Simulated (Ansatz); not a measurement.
# C5H10O2: the cost of one run

Method: the levels named in each step, in Ansatz 0.2.0.

## 1. The structure to begin with

Bond lengths (14 of 16 bonds, heavy atoms first): C1–C2 1.524 Å, C2–C3 1.527 Å, C3–O4 1.428 Å, O4–C5 1.337 Å, C5–C6 1.507 Å, C5–O7 1.202 Å, C1–H8 1.088 Å, C1–H9 1.087 Å, C1–H10 1.087 Å, C2–H11 1.091 Å, C2–H12 1.092 Å, C3–H13 1.095 Å, C3–H14 1.092 Å, C6–H15 1.087 Å. Angles (14 of 28 angles, heavy atoms first): C1–C2–C3 111.8°, C2–C3–O4 111.9°, C3–O4–C5 117.3°, O4–C5–C6 110.6°, O4–C5–O7 124.1°, C6–C5–O7 125.3°, C1–C2–H11 110.1°, C1–C2–H12 110.1°, C3–C2–H11 108.1°, C3–C2–H12 108.6°, C2–C1–H8 110.5°, C2–C1–H9 110.4°, C2–C1–H10 110.4°, C2–C3–H13 110.0°.

As a file:

```xyz
17

C    -2.4335    0.8348    0.6770
C    -1.8350   -0.5100    0.2837
C    -0.8963   -0.3856   -0.9143
O     0.2211    0.4559   -0.6294
C     1.2606   -0.0989    0.0031
C     2.3423    0.9228    0.2417
O     1.3161   -1.2561    0.3233
H    -3.0388    1.2344   -0.1341
H    -3.0612    0.7265    1.5579
H    -1.6445    1.5494    0.8995
H    -2.6288   -1.2107    0.0200
H    -1.2765   -0.9312    1.1216
H    -0.5284   -1.3748   -1.2061
H    -1.4023    0.0901   -1.7572
H     1.9529    1.7177    0.8728
H     2.6447    1.3591   -0.7067
H     3.1922    0.4498    0.7232
```

## 2. A rough first relaxation, PBE-D4/def2-SVP

Input file input.yaml:

```yaml
crystal:
  periodic: [false, false, false]
  atoms:
    - { symbol: C, position_ang: [-2.43346, 0.83481, 0.67695] }
    - { symbol: C, position_ang: [-1.83501, -0.51003, 0.28369] }
    - { symbol: C, position_ang: [-0.89628, -0.38564, -0.91435] }
    - { symbol: O, position_ang: [0.22114, 0.45587, -0.62941] }
    - { symbol: C, position_ang: [1.26057, -0.09889, 0.00305] }
    - { symbol: C, position_ang: [2.34232, 0.92278, 0.24174] }
    - { symbol: O, position_ang: [1.31615, -1.25613, 0.32327] }
    - { symbol: H, position_ang: [-3.03883, 1.23439, -0.13411] }
    - { symbol: H, position_ang: [-3.06125, 0.72651, 1.55789] }
    - { symbol: H, position_ang: [-1.64455, 1.54944, 0.89949] }
    - { symbol: H, position_ang: [-2.62881, -1.21072, 0.02005] }
    - { symbol: H, position_ang: [-1.27645, -0.93117, 1.12159] }
    - { symbol: H, position_ang: [-0.52836, -1.3748, -1.2061] }
    - { symbol: H, position_ang: [-1.40227, 0.09014, -1.75722] }
    - { symbol: H, position_ang: [1.95293, 1.71769, 0.87283] }
    - { symbol: H, position_ang: [2.64471, 1.35914, -0.70666] }
    - { symbol: H, position_ang: [3.19219, 0.44978, 0.72316] }
basis:
  gaussian: { orbitals: def2-SVP }
hamiltonian:
  xc: pbe
  dispersion: d4
relax:
  f_tol: 0.03
  max_steps: 200
```

Started as:

```console
ansatz run input.yaml --threads 4 --pin off --max-ram 10240MiB --backend cpu --events-out ev --progress --plain --runs-dir out
```

**Question.** How long does this run take on 4 threads of Intel Xeon at 2.50GHz (Skylake/Cascade Lake), shared host, and how much memory does it need?

About 22 s, with a peak of 0.22 GiB.
